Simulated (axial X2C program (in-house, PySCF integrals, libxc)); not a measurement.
# All-electron X2C curves of SeF

What are the state, bond length, wavenumber and bond energy of SeF, and what does spin–orbit coupling change?

Program: an in-house X2C program for linear molecules on PySCF integrals. Level of theory: all-electron X2C, Se dyall-cv3z, F dyall-av3z. These are calculated values, not measurements.

## (1) The job

The input, task.json:

```json
{"zs": [34, 9], "q": 0, "bas": ["dyall-cv3z", "dyall-av3z"], "levels": ["PBE0", "HF", "PW91"], "cc": true, "r0": 1.8, "thr": -2.0, "nmax": 90, "npts": 10, "nst": 2, "ntry": 6}
```

Keys: zs atomic numbers; q charge; bas basis sets; levels methods (HF also brings MP2); cc coupled cluster on or off; r0 starting distance in Å; thr threshold in hartree for freezing inner shells (an s shell follows its p shell); nmax most natural virtual spinors; npts points asked for on the curve; nst determinants followed; ntry starts of the search.

The run is started by

```sh
$ python so2c.py task.json out
```

Spin-free means the one-electron spin-free X2C Hamiltonian; two-component (2c) means X2C with spin–orbit coupling and atomic mean-field two-electron Coulomb and Gaunt terms. Basis: Se dyall-cv3z contracted to [8s9p6d4f1g], F dyall-av3z contracted to [7s6p3d2f]; Gaussian nuclei, density fitting. Masses: Se 79.917 u, F 18.998 u.

Notation: σ, π±, δ± give the projection m of an orbital's angular momentum (0, ±1, ±2), α and β its spin, Λ and M_S the sums; ω is the projection of a spinor's total angular momentum and Ω the sum. Logs are in hartree.

The results follow Hamiltonian by Hamiltonian and level by level.

## (2) State search with PBE0

PBE0 moves the distance from 1.800 Å to 1.742 Å and compares determinants there.

Spin-free determinants:

| ΔE (eV) | state | open shells |
| --- | --- | --- |
| 0.00 | M_S = 1/2, Λ = 1 | beyond closed shells: π+α, π+β, π-α |
| 1.99 | M_S = 3/2, Λ = 0 | beyond closed shells: σα, π+α, π-α |
| 2.70 | M_S = 1/2, Λ = 0 | beyond closed shells: σβ, π+α, π-α |
| 3.33 | M_S = 1/2, Λ = 0 | beyond closed shells: σα, π+β, π-α |
| 3.33 | M_S = 1/2, Λ = 2 | beyond closed shells: σα, π+α, π+β |

Two-component determinants:

```json
{"ΔE (eV)": "0.00", "state": "Ω = 3/2", "open shells": "excess of +ω over −ω: ω = 3/2"}
{"ΔE (eV)": "0.24", "state": "Ω = 1/2", "open shells": "excess of +ω over −ω: ω = 1/2"}
{"ΔE (eV)": "2.83", "state": "Ω = 1/2", "open shells": "excess of +ω over −ω: 2 × ω = -1/2, ω = 3/2"}
{"ΔE (eV)": "3.22", "state": "Ω = 1/2", "open shells": "excess of +ω over −ω: ω = 1/2"}
{"ΔE (eV)": "3.45", "state": "Ω = 5/2", "open shells": "excess of +ω over −ω: 2 × ω = 1/2, ω = 3/2"}
```

## (3) PBE0, spin-free

State followed: M_S = 1/2, Λ = 1 (beyond closed shells: π+α, π+β, π-α). The scan is laid around 1.742 Å, a first estimate of the minimum, and this SCF restarts from the orbitals of the search.

The SCF at the reference distance of 1.742 Å:

```text
spin-free X2C-1e  PBE0
basis functions 156  fitting functions 863  grid points 5074
iter        total energy     max residual
   1      -2529.507291358     2.27e-05
   2      -2529.507291360     2.22e-05
   3      -2529.507291362     9.84e-06
converged
one-electron -3703.82777597  Coulomb 1180.08688514  exact exchange -24.22066812  xc functional -74.50108634  nuclear repulsion 92.95535393
```

Along the bond, energies from the lowest point:

| R (Å) | E (eV) | μ (D) | HOMO (eV) | LUMO (eV) | iterations |
| --- | --- | --- | --- | --- | --- |
| 1.516 | 1.0553 | -0.25 | -6.30 | -3.97 | 24 |
| 1.585 | 0.4329 | -0.65 | -6.52 | -4.18 | 22 |
| 1.637 | 0.1692 | -0.94 | -6.67 | -4.33 | 18 |
| 1.690 | 0.0353 | -1.22 | -6.82 | -4.48 | 16 |
| 1.742 | 0.0000 | -1.49 | -6.96 | -4.62 | 3 |
| 1.803 | 0.0526 | -1.79 | -7.12 | -4.77 | 18 |
| 1.864 | 0.1785 | -2.08 | -7.26 | -4.91 | 13 |
| 1.942 | 0.4144 | -2.42 | -7.43 | -5.08 | 16 |
| 2.038 | 0.7710 | -2.81 | -7.62 | -5.26 | 17 |
| 2.178 | 1.3460 | -3.32 | -7.85 | -5.48 | 19 |

Dipoles are positive if F is the positive end.

Outer orbitals at the reference distance:

```json
{"symmetry": "σα", "occupied": "yes", "ε (eV)": "-33.74", "atomic character": "84% F s, 5% Se p, 4% Se d"}
{"symmetry": "σβ", "occupied": "yes", "ε (eV)": "-33.54", "atomic character": "84% F s, 6% Se p, 4% Se d"}
{"symmetry": "σα", "occupied": "yes", "ε (eV)": "-20.36", "atomic character": "65% Se s, 24% F p, 6% F s"}
{"symmetry": "σβ", "occupied": "yes", "ε (eV)": "-19.41", "atomic character": "61% Se s, 28% F p, 6% F s"}
{"symmetry": "σα", "occupied": "yes", "ε (eV)": "-13.53", "atomic character": "60% F p, 24% Se p, 12% Se s"}
{"symmetry": "σβ", "occupied": "yes", "ε (eV)": "-13.25", "atomic character": "57% F p, 24% Se p, 15% Se s"}
{"symmetry": "π+α", "occupied": "yes", "ε (eV)": "-13.06", "atomic character": "87% F p, 10% Se p"}
{"symmetry": "π-α", "occupied": "yes", "ε (eV)": "-13.06", "atomic character": "87% F p, 10% Se p"}
{"symmetry": "π+β", "occupied": "yes", "ε (eV)": "-12.81", "atomic character": "89% F p, 8% Se p"}
{"symmetry": "π-β", "occupied": "yes", "ε (eV)": "-12.49", "atomic character": "90% F p, 7% Se p, 2% Se d"}
{"symmetry": "π-α", "occupied": "yes", "ε (eV)": "-7.90", "atomic character": "83% Se p, 12% F p, 3% F d"}
{"symmetry": "π+α", "occupied": "yes", "ε (eV)": "-7.90", "atomic character": "83% Se p, 12% F p, 3% F d"}
{"symmetry": "π+β", "occupied": "yes", "ε (eV)": "-6.96", "atomic character": "85% Se p, 10% F p, 3% F d"}
{"symmetry": "π-β", "occupied": "no", "ε (eV)": "-4.62", "atomic character": "85% Se p, 10% F p, 3% F d"}
{"symmetry": "σα", "occupied": "no", "ε (eV)": "-2.23", "atomic character": "59% Se p, 15% F p, 14% Se d"}
{"symmetry": "σβ", "occupied": "no", "ε (eV)": "-1.87", "atomic character": "59% Se p, 14% F p, 14% Se d"}
{"symmetry": "σα", "occupied": "no", "ε (eV)": "2.22", "atomic character": "42% F s, 21% F p, 18% Se s"}
```

PBE0 fields in the half plane through the axis: z from -2.4 to 3.9 Å across, distance from the axis 0.15 to 2.25 Å upwards; Se lies at z = 0 and F at z = 1.742 Å; the ELF is damped to zero where the density is low.

log10 density (e/bohr³). Ten even steps from '0' (-5.81 ) to '9' (1.42 ):
```
1222333333333222211100
1223344444443333222110
2233445555444443332211
2334455555554444433221
2334556666555555543321
2344566666666666554322
2344566787667777654322
2345567999767887654432
```

ELF. Ten even steps from '0' (0.00 ) to '9' (0.89 ):
```
0000013332100000000000
0000246765200000000000
0001468987410000000000
0002589999510022100000
0002589999611455420000
0002588644524798631000
0001563252247999841000
0001442828158518852000
```

Re = 1.738 Å, ωe = 704 cm⁻¹, ωexe = 3 cm⁻¹, Be = 0.3636 cm⁻¹, De = 3.38 eV, μ = -1.47 D.

## (4) HF, spin-free

The SCF at the reference distance of 1.742 Å:

```text
spin-free X2C-1e  HF
basis functions 156  fitting functions 863  grid points 5074
iter        total energy     max residual
   1      -2527.668209370     2.27e-01
   2      -2527.693080211     7.94e-03
   3      -2527.694099614     1.08e-02
   4      -2527.694380476     2.53e-03
   5      -2527.694418924     7.18e-04
   6      -2527.694430107     8.03e-04
   7      -2527.694431539     1.80e-04
   8      -2527.694431885     7.73e-05
   9      -2527.694431991     4.52e-05
  10      -2527.694432035     2.83e-05
  11      -2527.694432054     1.82e-05
  12      -2527.694432058     6.31e-06
  13      -2527.694432058     1.59e-06
converged
one-electron -3703.68820779  Coulomb 1180.04317343  exact exchange -97.00475163  xc functional 0.00000000  nuclear repulsion 92.95535393
```

Re = 1.708 Å, ωe = 751 cm⁻¹, Be = 0.3763 cm⁻¹, De = 1.20 eV, μ = -1.70 D.

## (5) PW91, spin-free

Output at 1.742 Å:

```text
spin-free X2C-1e  PW91
basis functions 156  fitting functions 863  grid points 5074
iter        total energy     max residual
   1      -2530.055888348     1.07e-01
   2      -2530.059315779     1.61e-02
   3      -2530.060253519     1.49e-02
   4      -2530.060451144     2.54e-03
   5      -2530.060476738     1.58e-03
   6      -2530.060481243     5.68e-04
   7      -2530.060482212     1.27e-04
   8      -2530.060482303     9.45e-05
   9      -2530.060482320     1.23e-05
  10      -2530.060482322     1.43e-05
converged
one-electron -3703.77659149  Coulomb 1180.01476039  exact exchange 0.00000000  xc functional -99.25400515  nuclear repulsion 92.95535393
```

Re = 1.767 Å, ωe = 659 cm⁻¹, ωexe = 2.97 cm⁻¹, Be = 0.3516 cm⁻¹, De = 3.90 eV, μ = -1.43 D.

## (6) MP2 and beyond, spin-free

Correlated methods: 13 electrons correlated (frozen shells, counted by type: Se 3 s, 2 p, 1 d; F 1 s), 211 virtual spinors in MP2, 90 natural virtuals in coupled cluster.

Output of the correlated part at 1.742 Å:

```text
correlated 13  virtual 211  natural virtual 90  E(MP2) -0.402428664  MP2 remainder -0.018521604
iter   CCSD correlation   residual
   1     -0.385336592   1.26e-01
   2     -0.395283719   5.30e-02
   3     -0.398215701   1.98e-02
   4     -0.398205822   7.01e-03
   5     -0.398292618   3.20e-03
   6     -0.398311543   1.27e-03
   7     -0.398307802   5.00e-04
   8     -0.398312912   1.76e-04
   9     -0.398311543   6.56e-05
  10     -0.398311612   2.15e-05
  11     -0.398311241   8.11e-06
  12     -0.398311209   3.51e-06
  13     -0.398311159   1.65e-06
  14     -0.398311164   7.73e-07
(T) -0.013907408  T1 0.0227  D1 0.0580  max T2 0.079
```

T1 in the output is the amplitude norm over the root of the electron number; divide by √2 for the Lee–Taylor value.

MP2: No constants are quoted: the points don't follow one smooth fit.

CCSD: Re = 1.740 Å, ωe = 702 cm⁻¹, ωexe = 3.06 cm⁻¹, Be = 0.3628 cm⁻¹, De = 3.15 eV. T1 at Re = 0.016 (Lee–Taylor, the printed value over √2).

CCSD(T): Re = 1.749 Å, ωe = 685 cm⁻¹, ωexe = 3.14 cm⁻¹, Be = 0.3592 cm⁻¹, De = 3.31 eV. T1 at Re = 0.016 (Lee–Taylor, the printed value over √2).

## (7) A higher determinant, spin-free

State: M_S = 3/2, Λ = 0 (beyond closed shells: σα, π+α, π-α).

Output at the reference distance:

```text
spin-free X2C-1e  PBE0
basis functions 156  fitting functions 863  grid points 5074
iter        total energy     max residual
   1      -2529.434095296     9.01e-05
   2      -2529.434095360     5.18e-05
   3      -2529.434095384     2.80e-05
   4      -2529.434095389     1.18e-05
converged
one-electron -3703.44681860  Coulomb 1179.82608594  exact exchange -24.23467513  xc functional -74.53404153  nuclear repulsion 92.95535393
```

| R (Å) | E above the lowest PBE0 point (eV) |
| --- | --- |
| 1.516 | 4.060 |
| 1.585 | 3.158 |
| 1.637 | 2.659 |
| 1.690 | 2.278 |
| 1.742 | 1.992 |
| 1.803 | 1.755 |
| 1.864 | 1.602 |
| 1.942 | 1.502 |
| 2.038 | 1.491 |

No constants are quoted: the lowest point is the long end of the scan.

## (8) The spin-free curves together

Energy (eV) of the followed determinant, spin-free, from each level's lowest point:

| R (Å) | PBE0 | HF | MP2 | CCSD | CCSD(T) | PW91 |
| --- | --- | --- | --- | --- | --- | --- |
| 1.516 | 1.055 | 0.857 | 1.118 | n/a | n/a | 1.244 |
| 1.585 | 0.433 | 0.300 | 0.474 | 0.444 | 0.480 | 0.561 |
| 1.637 | 0.169 | 0.086 | 0.195 | 0.176 | 0.200 | 0.253 |
| 1.690 | 0.035 | 0.000 | 0.048 | 0.038 | 0.050 | 0.077 |
| 1.742 | 0.000 | 0.011 | 0.000 | 0.000 | 0.000 | 0.000 |
| 1.803 | 0.053 | 0.116 | 0.039 | 0.049 | 0.035 | 0.006 |
| 1.864 | 0.179 | 0.293 | 0.152 | 0.172 | 0.143 | 0.089 |
| 1.942 | 0.414 | 0.590 | 0.375 | 0.404 | 0.356 | 0.272 |
| 2.038 | 0.771 | 0.988 | 1.061 | n/a | n/a | 0.569 |
| 2.178 | 1.346 | 1.259 | 2.367 | n/a | n/a | 1.068 |

## (9) PBE0, 2c

State followed: Ω = 3/2 (excess of +ω over −ω: ω = 3/2). The scan is laid around 1.742 Å, a first estimate of the minimum, and this SCF restarts from the orbitals of the search.

The SCF at the reference distance of 1.742 Å:

```text
two-component X2C + atomic mean field  PBE0
basis functions 156  fitting functions 863  grid points 5074
iter        total energy     max residual
   1      -2528.683813386     3.25e-05
   2      -2528.683813389     8.37e-06
converged
one-electron -3701.74968411  Coulomb 1179.70060864  exact exchange -24.21240518  xc functional -74.47550269  nuclear repulsion 92.95535393  atomic mean-field constant -0.90218397
```

Along the bond, energies from the lowest point:

| R (Å) | E (eV) | μ (D) | HOMO (eV) | LUMO (eV) | iterations |
| --- | --- | --- | --- | --- | --- |
| 1.516 | 1.0694 | -0.27 | -6.40 | -3.84 | 25 |
| 1.585 | 0.4423 | -0.67 | -6.62 | -4.05 | 24 |
| 1.637 | 0.1755 | -0.96 | -6.77 | -4.20 | 20 |
| 1.690 | 0.0384 | -1.24 | -6.92 | -4.35 | 17 |
| 1.742 | 0.0000 | -1.51 | -7.07 | -4.49 | 2 |
| 1.803 | 0.0489 | -1.81 | -7.22 | -4.64 | 19 |
| 1.864 | 0.1712 | -2.10 | -7.37 | -4.78 | 17 |
| 1.942 | 0.4019 | -2.45 | -7.55 | -4.94 | 19 |
| 2.038 | 0.7512 | -2.86 | -7.74 | -5.12 | 21 |
| 2.178 | 1.3129 | -3.39 | -7.98 | -5.34 | 26 |

Dipoles are positive if F is the positive end.

Outer spinors at the reference distance:

```tsv
ω	occupied	ε (eV)	atomic character	λ mixture
1/2	yes	-33.71	84% F s, 5% Se p, 4% Se d	100% σ
-1/2	yes	-33.51	84% F s, 6% Se p, 4% Se d	100% σ
1/2	yes	-20.33	65% Se s, 24% F p, 6% F s	100% σ
-1/2	yes	-19.39	61% Se s, 28% F p, 6% F s	100% σ
1/2	yes	-13.51	60% F p, 24% Se p, 11% Se s	100% σ
-1/2	yes	-13.22	57% F p, 24% Se p, 15% Se s	98% σ, 2% π
-1/2	yes	-13.05	86% F p, 10% Se p	98% π, 2% σ
3/2	yes	-13.00	88% F p, 9% Se p	100% π
1/2	yes	-12.80	89% F p, 8% Se p	100% π
-3/2	yes	-12.45	90% F p, 7% Se p, 2% Se d	100% π
-1/2	yes	-8.00	82% Se p, 12% F p, 3% F d	100% π
3/2	yes	-7.75	83% Se p, 11% F p, 3% F d	100% π
1/2	yes	-7.07	84% Se p, 10% F p, 3% F d	100% π
-3/2	no	-4.49	85% Se p, 9% F p, 3% F d	100% π
1/2	no	-2.21	59% Se p, 15% F p, 14% Se d	100% σ
-1/2	no	-1.84	59% Se p, 14% F p, 14% Se d	100% σ
1/2	no	2.23	41% F s, 22% F p, 18% Se s	100% σ
```

PBE0 fields in the half plane through the axis: z from -2.4 to 3.9 Å across, distance from the axis 0.15 to 2.25 Å upwards; Se lies at z = 0 and F at z = 1.742 Å; the ELF is damped to zero where the density is low.

log10 density (e/bohr³). Ten even steps from '0' (-5.80 ) to '9' (1.42 ):
```
1222333333333222211100
1223344444433333222110
2233445555444443332211
2234455555554444433221
2334556666555555543321
2344566666666666554322
2344566787667777654322
2345567999767887654432
```

ELF. Ten even steps from ' ' (0.00 ) to '@' (0.89 ):
```
          ..------::..                      
        ::==**##**++::                      
      ..==**%%@@%%##==..                    
      ::++%%@@@@@@@@++..    ::::..          
      ::++%%@@@@@@@@**....==++++==::        
      ::++%%%%**====++::==##@@%%**--..      
      ..++**--::++::::==##@@@@@@%%==..      
      ..====::%%::%%..++%%++..%%%%++::      
```

Re = 1.740 Å, ωe = 700 cm⁻¹, ωexe = 3.05 cm⁻¹, Be = 0.3627 cm⁻¹, De = 3.44 eV, μ = -1.50 D.

## (10) HF, 2c

The SCF at the reference distance of 1.742 Å:

```text
two-component X2C + atomic mean field  HF
basis functions 156  fitting functions 863  grid points 5074
iter        total energy     max residual
   1      -2526.845526243     2.32e-01
   2      -2526.870283633     7.77e-03
   3      -2526.871281453     1.08e-02
   4      -2526.871554931     2.49e-03
   5      -2526.871593674     7.07e-04
   6      -2526.871607177     8.89e-04
   7      -2526.871609975     2.84e-04
   8      -2526.871611782     2.38e-04
   9      -2526.871613297     2.73e-04
  10      -2526.871614080     1.39e-04
  11      -2526.871614413     5.40e-05
  12      -2526.871614488     3.30e-05
  13      -2526.871614512     2.39e-05
  14      -2526.871614523     1.49e-05
  15      -2526.871614527     8.20e-06
  16      -2526.871614528     2.77e-06
converged
one-electron -3701.61369784  Coulomb 1179.66029940  exact exchange -96.97138603  xc functional 0.00000000  nuclear repulsion 92.95535393  atomic mean-field constant -0.90218397
```

No constants are quoted: the solution changes its character somewhere along the scan, so the fit is set aside.

## (11) PW91, 2c

The SCF at the reference distance of 1.742 Å:

```text
two-component X2C + atomic mean field  PW91
basis functions 156  fitting functions 863  grid points 5074
iter        total energy     max residual
   1      -2529.231911806     1.09e-01
   2      -2529.235375344     1.56e-02
   3      -2529.236267623     1.49e-02
   4      -2529.236453641     2.49e-03
   5      -2529.236477835     1.55e-03
   6      -2529.236482219     5.47e-04
   7      -2529.236483127     1.30e-04
   8      -2529.236483217     9.23e-05
   9      -2529.236483233     1.13e-05
  10      -2529.236483234     1.42e-05
converged
one-electron -3701.69737625  Coulomb 1179.62746246  exact exchange 0.00000000  xc functional -99.21973940  nuclear repulsion 92.95535393  atomic mean-field constant -0.90218397
```

Re = 1.770 Å, ωe = 654 cm⁻¹, ωexe = 3.03 cm⁻¹, Be = 0.3507 cm⁻¹, De = 3.97 eV, μ = -1.46 D.

## (12) MP2 and beyond, 2c

Correlated methods: 13 electrons correlated (frozen shells, counted by type: Se 3 s, 2 p, 1 d; F 1 s), 211 virtual spinors in MP2, 90 natural virtuals in coupled cluster.

Output of the correlated part at 1.742 Å:

```text
correlated 13  virtual 211  natural virtual 90  E(MP2) -0.402120502  MP2 remainder -0.018510670
iter   CCSD correlation   residual
   1     -0.385071937   1.26e-01
   2     -0.394986758   5.27e-02
   3     -0.397894630   1.97e-02
   4     -0.397886738   7.03e-03
   5     -0.397975183   3.29e-03
   6     -0.397995734   1.40e-03
   7     -0.397992328   6.42e-04
   8     -0.398000178   3.19e-04
   9     -0.397997049   1.88e-04
  10     -0.397998288   1.01e-04
  11     -0.397996755   5.19e-05
  12     -0.397996922   2.17e-05
  13     -0.397996804   9.79e-06
  14     -0.397996852   4.89e-06
  15     -0.397996844   2.58e-06
(T) -0.013852455  T1 0.0228  D1 0.0566  max T2 0.078
```

MP2: No constants are quoted: the reference changes its character somewhere along the scan, so the fit is set aside.

CCSD: No constants are quoted: the reference changes its character somewhere along the scan, so the fit is set aside.

CCSD(T): No constants are quoted: the reference changes its character somewhere along the scan, so the fit is set aside.

## (13) A higher determinant, 2c

State: Ω = 1/2 (excess of +ω over −ω: ω = 1/2).

Output at the reference distance:

```text
two-component X2C + atomic mean field  PBE0
basis functions 156  fitting functions 863  grid points 5074
iter        total energy     max residual
   1      -2528.675056912     8.56e-05
   2      -2528.675056920     3.33e-05
   3      -2528.675056930     4.91e-06
converged
one-electron -3701.63106123  Coulomb 1179.58666525  exact exchange -24.21132556  xc functional -74.47250534  nuclear repulsion 92.95535393  atomic mean-field constant -0.90218397
```

| R (Å) | E above the lowest PBE0 point (eV) |
| --- | --- |
| 1.516 | 1.295 |
| 1.585 | 0.672 |
| 1.637 | 0.408 |
| 1.690 | 0.274 |
| 1.742 | 0.238 |
| 1.803 | 0.290 |
| 1.864 | 0.416 |
| 1.942 | 0.651 |
| 2.038 | 1.007 |

Re = 1.738 Å, ωe = 703 cm⁻¹, ωexe = 3.01 cm⁻¹, Be = 0.3635 cm⁻¹, μ = -1.45 D. Te = 0.24 eV.

## (14) The 2c curves together

Energy (eV) of the followed determinant, 2c, from each level's lowest point:

| R (Å) | PBE0 | HF (jumps) | MP2 (its reference jumps) | CCSD (its reference jumps) | CCSD(T) (its reference jumps) | PW91 |
| --- | --- | --- | --- | --- | --- | --- |
| 1.516 | 1.069 | 0.868 | 1.131 | n/a | n/a | 1.257 |
| 1.585 | 0.442 | 0.307 | 0.482 | 0.452 | 0.488 | 0.570 |
| 1.637 | 0.175 | 0.089 | 0.201 | 0.181 | 0.205 | 0.259 |
| 1.690 | 0.038 | 0.000 | 0.050 | 0.041 | 0.053 | 0.080 |
| 1.742 | 0.000 | 0.008 | 0.000 | 0.000 | 0.000 | 0.000 |
| 1.803 | 0.049 | 0.109 | 0.036 | 0.046 | 0.032 | 0.003 |
| 1.864 | 0.171 | 0.280 | 0.149 | 0.167 | 0.138 | 0.082 |
| 1.942 | 0.402 | 0.568 | 0.378 | 0.400 | 0.350 | 0.259 |
| 2.038 | 0.751 | 0.935 | 1.005 | n/a | n/a | 0.549 |
| 2.178 | 1.313 | 1.235 | 2.013 | n/a | n/a | 1.035 |

Time for the job: 2.4 min (1 thread of INTEL XEON PLATINUM 8581C at 2.30GHz (Emerald Rapids), shared host); peak memory 0.78 GiB.

## (15) Results

Lowest determinant that the search found at its distance, spin-free: M_S = 1/2, Λ = 1 (beyond closed shells: π+α, π+β, π-α).

Lowest determinant that the search found at its distance, 2c: Ω = 3/2 (excess of +ω over −ω: ω = 3/2).

| Hamiltonian | level | Re (Å) | ωe (cm⁻¹) | De (eV) | μ (D) |
| --- | --- | --- | --- | --- | --- |
| spin-free | PBE0 | 1.738 | 704 | 3.38 | -1.47 |
| spin-free | HF | 1.708 | 751 | 1.20 | -1.70 |
| spin-free | CCSD | 1.740 | 702 | 3.15 | n/a |
| spin-free | CCSD(T) | 1.749 | 685 | 3.31 | n/a |
| spin-free | PW91 | 1.767 | 659 | 3.90 | -1.43 |
| 2c | PBE0 | 1.740 | 700 | 3.44 | -1.50 |
| 2c | PW91 | 1.770 | 654 | 3.97 | -1.46 |

Dipoles are positive if F is the positive end. No constants: spin-free MP2 (the points don't follow one smooth fit); 2c HF (the solution changes its character somewhere along the scan, so the fit is set aside); 2c MP2 (the reference changes its character somewhere along the scan, so the fit is set aside); 2c CCSD (the reference changes its character somewhere along the scan, so the fit is set aside); 2c CCSD(T) (the reference changes its character somewhere along the scan, so the fit is set aside).

Time per point (s) on 1 thread of INTEL XEON PLATINUM 8581C at 2.30GHz (Emerald Rapids), shared host (2c runs); the times are rough: PBE0 0.7, PW91 0.4.

**Reading.** At PBE0, going from spin-free to two-component changes Re by +2 mÅ, ωe by -0.6 %; the spin-free picture holds up (part of it comes from the scalar share of the two-electron terms). It costs about 1.5 times the time. De moves by +0.06 eV; both De rest on single-determinant atoms, which can miss part of an open shell's spin–orbit lowering.

De refers to Se + F, each in the lowest determinant found, which need not be this curve's own limit. The state is a single determinant with fixed occupations, the lowest that a limited PBE0 search found. De is counted from the lowest determinant-based energies of the atoms at the same level, without counterpoise correction. Density functionals use the spin component along the axis (collinear). CCSD and (T) use frozen natural virtuals with an MP2 correction for the truncation. The spin-free determinant is spin-contaminated at some levels.
